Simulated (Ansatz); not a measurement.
# MnHg: how the settings move a single-point run

Aim: see which settings change the result for MnHg, by how much, and at what cost.

Method: reference: DFT, LDA, PAW with Ansatz's default frozen-core files, scalar-relativistic, in Ansatz 0.2.0.

## (1) Starting point

Symmetry: Pm-3m, No. 221, cubic system. The conventional cell has a = 3.315 Å, b = 3.315 Å, c = 3.315 Å, α = 90.00°, β = 90.00°, γ = 90.00°. Around Mn (site symmetry m-3m) lie 8 Hg at 2.87 Å. Hg (site symmetry m-3m) has 8 Mn at 2.87 Å as nearest neighbours.

As a file:

```
Mn Hg
1.0
     3.31500    0.00000    0.00000
     0.00000    3.31500    0.00000
     0.00000    0.00000    3.31500
Mn Hg
1 1
Direct
  0.50000 0.50000 0.50000
  0.00000 0.00000 0.00000
```

## (2) Reference

input.yaml

```yaml
crystal:
  lattice:
    - [3.315, 0.0, 0.0]
    - [0.0, 3.315, 0.0]
    - [0.0, 0.0, 3.315]
  atoms:
    - { symbol: Mn, position: [0.5, 0.5, 0.5], spin: 3.7, spin_axis: [1.0, 0.0, 0.0] }
    - { symbol: Hg, position: [0.0, 0.0, 0.0] }
magnetization:
  noncollinear: true
  spin_spiral: { q: [0.0, 0.0, 0.0] }
kpoints:
  mp_grid: { grid: [9, 9, 9] }
scf:
  occupations: { method: fermi_dirac, width: 0.1 }
  lower_state_search: "off"
hamiltonian:
  xc: lda
  pseudopotentials: { kind: paw }
output:
  eigenvalues: false
```

Command:

```sh
> ansatz run input.yaml --threads 2 --pin off --max-ram 4096MiB --backend cpu --events-out ev --progress --plain --runs-dir out
```

## (3) Changed: mp_grid.grid [4, 4, 4]

Changes to input.yaml since step 2:

```diff
@@ -12,3 +12,3 @@
 kpoints:
-  mp_grid: { grid: [9, 9, 9] }
+  mp_grid: { grid: [4, 4, 4] }
 scf:
```

Q: Predict the outcome of this session. Wanted: for each run, ending; energy change; abs. moment.

The runs gave:

| run | ending | energy change | abs. moment (μB) | cycles | time |
| --- | --- | --- | --- | --- | --- |
| reference | converged | 0 | 3.96 | 12 | 5.9 s |
| 1: mp_grid.grid [4, 4, 4] | converged | -7.9 meV/atom | 3.93 | 11 | 2.4 s |

Residual by cycle in the longest SCF loop of each run; runs are numbered as in the table. The quantity is the density residual dr2, in eV.

| cycle | reference | run 1 |
| --- | --- | --- |
| 1 | 6.95 | 6.63 |
| 2 | 0.852 | 0.959 |
| 3 | 0.298 | 0.279 |
| 4 | 0.018 | 0.0193 |
| 5 | 0.00792 | 0.00285 |
| 6 | 6.8e-4 | 3.3e-4 |
| 7 | 2.2e-4 | 1.7e-4 |
| 8 | 3.7e-4 | 4.7e-6 |
| 9 | 9.9e-5 | 5.0e-6 |
| 10 | 9.3e-6 | 1.8e-5 |
| 11 | 7.4e-7 | 8.8e-8 |
| 12 | 4.7e-8 | - |

**Reading.** Changing the k-point mesh moves the energy by -7.9 meV/atom. Sampling errors of the energy have no fixed sign. Cost: 11 SCF cycles against 12, 2.4 s against 5.9 s.
